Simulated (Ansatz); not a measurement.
Runs of Ansatz 0.2.0 on LaFeAsO. Symmetry: P4/nmm, No. 129, tetragonal system. Conventional cell: a = 4.035 Å, b = 4.035 Å, c = 8.741 Å, α = 90.00°, β = 90.00°, γ = 90.00°. La (site symmetry 4mm) has 4 O at 2.37 Å as nearest neighbours. As (site symmetry 4mm) has 4 Fe at 2.41 Å as nearest neighbours. Fe (site symmetry -4m2) has 4 As at 2.41 Å as nearest neighbours. O (site symmetry -4m2) is surrounded by 4 La at 2.37 Å. 

| spin | gap on the mesh (eV) | pressure (GPa) | moment (μB) | largest force (eV/Å) |
| --- | --- | --- | --- | --- |
| collinear, ferromagnetic start | none | -5.4 | 0.00 | 0.79 |
| collinear, antiferromagnetic start | none | -5.4 | 0.00 | 0.79 |
| collinear, ferrimagnetic start | none | -5.4 | 0.00 | 0.79 |
| off | none | (a) | - | 1.53 |
| collinear, random start | none | -5.4 | 0.00 | 0.79 |

Alike in all rows: task single point; level PBEsol; potentials or basis Ansatz PAW; cell as given; k mesh 7 × 7 × 3; cutoff (eV) 420; smearing fermi-dirac 0.05 eV.

Question: Fill in the values left out.

Answer: (a) -8.2.

Caveats: semilocal functionals often make such compounds metallic where correlation or magnetic order opens a gap, which also shifts bond lengths; the PAW data sets come from PBE, with cores solved anew for the run's functional, which leaves a small shift of forces and pressure; the starting moments weren't kept (some runs); forces of over 1 eV/Å show positions far from the minimum, so gaps and moduli don't describe the material at rest (some runs).

A k mesh can miss the band edges, and the runs leave out spin-orbit coupling on As, La.

A gap of «none» marks a metal or a gap under the smearing width.
